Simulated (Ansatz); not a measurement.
**C₂HFSe (SMILES FC#C[SeH]): functionals against CCSD(T) at one geometry**

Aim: energy, forces and dipole at a structure displaced at random from a GFN2-xTB minimum, from CCSD(T) and from density functionals.

Method: single points in def2-TZVPP; program: Ansatz 0.2.0, Gaussian basis.

Correlated methods freeze the cores. Filled d shells of the heavier atoms are correlated.

**1. Starting geometry**

SMILES `FC#C[SeH]`, 5 atoms, charge 0, spin multiplicity 1.

Atoms are counted from 1 here; the program's logs count them from 0.

Bond lengths: F1–C2 1.249 Å, C2–C3 1.208 Å, C3–Se4 1.813 Å, Se4–H5 1.502 Å. Angles: F1–C2–C3 174.0°, C2–C3–Se4 168.5°, C3–Se4–H5 93.6°.

As a file:

```mol
C2HFSe
  3D, bonds by distance, orders not assigned

  5  4  0  0  0  0  0  0  0  0999 V2000
    1.4421   -1.3838    1.5063 F   0  0
    0.6757   -0.8113    0.7029 C   0  0
    0.0063   -0.1547   -0.0580 C   0  0
   -1.1142    0.5080   -1.3193 Se  0  0
   -0.9802    1.9218   -0.8309 H   0  0
  1  2  8  0
  2  3  8  0
  3  4  8  0
  4  5  8  0
M  END
```

**2. CCSD(T)/def2-TZVPP**

Contents of run/in.yaml:

```yaml
crystal:
  periodic: [false, false, false]
  atoms:
    - {symbol: F, position_ang: [1.442100, -1.383800, 1.506300]}
    - {symbol: C, position_ang: [0.675700, -0.811300, 0.702900]}
    - {symbol: C, position_ang: [0.006300, -0.154700, -0.058000]}
    - {symbol: Se, position_ang: [-1.114200, 0.508000, -1.319300]}
    - {symbol: H, position_ang: [-0.980200, 1.921800, -0.830900]}
basis:
  gaussian: {orbitals: def2-TZVPP}
correlation: {method: ccsd_t}
output: {forces: true}
```

No record of the launch command was kept for these runs.

**3. PBE0-D4/def2-TZVPP**

run/in.yaml: that of step 2 with these lines changed.

```diff
@@ -10,3 +10,3 @@
   gaussian: {orbitals: def2-TZVPP}
-correlation: {method: ccsd_t}
-output: {forces: true}
+hamiltonian: {xc: pbe0, dispersion: d4}
+output: {forces: true, orbitals: {seedname: orbitals}}
```

**4. wB97M-V/def2-TZVPP**

run/in.yaml: that of step 3 with these lines changed.

```diff
@@ -10,3 +10,3 @@
   gaussian: {orbitals: def2-TZVPP}
-hamiltonian: {xc: pbe0, dispersion: d4}
-output: {forces: true, orbitals: {seedname: orbitals}}
+hamiltonian: {xc: {name: wB97M-V}}
+output: {forces: true}
```

**5. r2SCAN-D4/def2-TZVPP**

run/in.yaml: that of step 4 with these lines changed.

```diff
@@ -10,3 +10,3 @@
   gaussian: {orbitals: def2-TZVPP}
-hamiltonian: {xc: {name: wB97M-V}}
+hamiltonian: {xc: r2scan, dispersion: d4}
 output: {forces: true}
```

**6. PBE-D4/def2-TZVPP**

run/in.yaml: that of step 5 with these lines changed.

```diff
@@ -10,3 +10,3 @@
   gaussian: {orbitals: def2-TZVPP}
-hamiltonian: {xc: r2scan, dispersion: d4}
+hamiltonian: {xc: pbe, dispersion: d4}
 output: {forces: true}
```

**7. wB97X-V/def2-TZVPP**

run/in.yaml: that of step 6 with these lines changed.

```diff
@@ -10,3 +10,3 @@
   gaussian: {orbitals: def2-TZVPP}
-hamiltonian: {xc: pbe, dispersion: d4}
+hamiltonian: {xc: {name: wB97X-V}}
 output: {forces: true}
```

**8. SPW92/def2-TZVPP**

run/in.yaml: that of step 7 with these lines changed.

```diff
@@ -10,3 +10,3 @@
   gaussian: {orbitals: def2-TZVPP}
-hamiltonian: {xc: {name: wB97X-V}}
+hamiltonian: {xc: lda}
 output: {forces: true}
```

(Steps that only read results are left out.)

**Question.** What will these runs give? Wanted: energy less free atoms, CCSD(T)/def2-TZVPP; RMS force component; RMS force error; HOMO and LUMO, PBE0-D4; T1 diagnostic.

**Answer**, as computed:

```
                                  quantity                                                                                         value
energy less free atoms, CCSD(T)/def2-TZVPP                                                                               -420.4 kcal/mol
                       RMS force component                                                          0.459 to 1.053 eV/Å over the methods
                           RMS force error  PBE0-D4 0.294, wB97M-V 0.444, r2SCAN-D4 0.189, PBE-D4 0.232, wB97X-V 0.410, SPW92 0.395 eV/Å
                    HOMO and LUMO, PBE0-D4                                                                            -6.64 and -0.45 eV
                             T1 diagnostic                                                                                         0.012
```

What this shows: Against CCSD(T) the functionals' energies less atoms differ by -116.7 to -14.6 kcal/mol, PBE-D4 by -43.3 kcal/mol. The reference is not at the basis limit: in triple zeta CCSD(T) underbinds, which counts against methods that bind more; the gaps are no ranking. The forces of r2SCAN-D4 come nearest to CCSD(T), those of wB97M-V are farthest. Frozen-core CCSD(T) forces in triple zeta carry basis errors of their own, and this is one geometry, so small gaps rank nothing.
